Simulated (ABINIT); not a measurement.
Crystal: VWC2.

```xyz
4
Lattice="1.5170 0.8759 4.9339 -1.5170 0.8759 4.9339 0.0000 -1.7517 4.9339" Properties=species:S:1:pos:R:3 pbc="T T T"
W     0.0000    0.0000    0.0000
V     0.0000    0.0000    7.4008
C     0.0000    0.0000    3.6485
C     0.0000    0.0000   11.1532
```

The cell comes from a database or a generator and needn't be the stable form of this composition.

Base run:

- Program: ABINIT 10.8.3 (patched build)
- Functional: PBE
- Potentials or basis: JTH PAW PBE v2.0
- Cutoff: 517 eV
- k mesh: 8 × 8 × 8
- Occupations: fermi-dirac, width 0.05 eV
- Spin: collinear spin, ferromagnetic start
- Starting moments: [0.0, 2.0, 0.0, 0.0] μB

Its results: band gap on the k mesh none (metal or under the smearing width); pressure -1.2 GPa; net moment 0.00 μB per cell; largest force 0.098 eV/Å.

The run is repeated on the same cell with these changes: functional from PBE to LDA; potentials or basis from JTH PAW PBE v2.0 to JTH PAW LDA v2.0. What comes out?

Band gap on the k mesh none (metal or under the smearing width); pressure -16.5 GPa; net moment 0.00 μB per cell; largest force 0.167 eV/Å.

Caveats: spin-orbit coupling is left out, which moves the levels of the heavy elements.
